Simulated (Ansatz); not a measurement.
**CaMg: a relaxation**

Aim: relax the cell and atoms of CaMg.

Program: Ansatz 0.2.0. Level of theory: DFT PBEsol, scalar-relativistic, plane waves, PAW. These are calculated values, not measurements.

## Step 1: Starting point

Symmetry: Pmma, No. 51, orthorhombic system. Conventional cell: a = 5.663 Å, b = 3.890 Å, c = 5.684 Å, α = 90.00°, β = 90.00°, γ = 90.00°. Around Ca (site symmetry mm2) lie 8 Mg at 3.43 to 3.46 Å and 6 Ca at 3.89 to 4.05 Å. Mg (site symmetry mm2) has 8 Ca at 3.43 to 3.46 Å and 6 Mg at 3.89 to 4.07 Å as nearest neighbours.

Structure file:

```xyz
4
Lattice="5.6626 0.0000 0.0000 0.0000 3.8897 0.0000 0.0000 0.0000 5.6842" Properties=species:S:1:pos:R:3 pbc="T T T"
Ca    4.2469    1.9449    4.2372
Ca    1.4156    1.9449    1.4470
Mg    4.2469    0.0000    1.3772
Mg    1.4156    0.0000    4.3070
```

Source of the structure: the Materials Project (structure only).

(A quick probe on a coarse mesh, which set the mesh and smearing, is not shown.)

## Step 3: Full relaxation

input.yaml

```yaml
crystal:
  lattice:
    - [5.66257774, 0.0, 0.0]
    - [0.0, 3.88971274, 0.0]
    - [0.0, 0.0, 5.68420253]
  atoms:
    - { symbol: Ca, position: [0.75, 0.5, 0.74543031] }
    - { symbol: Ca, position: [0.25, 0.5, 0.25456969] }
    - { symbol: Mg, position: [0.75, 0.0, 0.24228845] }
    - { symbol: Mg, position: [0.25, 0.0, 0.75771155] }
basis:
  ecutwfc: 420
kpoints:
  mp_grid: { grid: [8, 12, 8] }
hamiltonian:
  xc: pbesol
scf:
  occupations: { method: gaussian, width: 0.1 }
output:
  forces: true
  stress: true
  eigenvalues: true
relax:
  adjacent_minimum: "off"
  f_tol: 0.005
  max_steps: 80
  cell: { stress_tol: 0.05 }
```

Before running it: what results should come out? Wanted: relaxed cell; volume; formation energy; gap on the mesh.

The runs gave:

| quantity | value |
| --- | --- |
| relaxed cell (conventional) | a = 3.934 Å, b = 3.934 Å, c = 3.908 Å, α = 90.00°, β = 90.00°, γ = 90.00° |
| space group (0.01 Å) | P4/mmm (No. 123) |
| volume | 30.24 Å³/atom |
| formation energy (elements from runs with the same settings, not shown) | -0.09 eV/atom |
| gap on the mesh | none (metal) |

What this shows: Relaxation lowered the volume by 3.4 %. The shape changed too: the edges of the input's cell moved by -1.7, +0.5, -2.1 %.
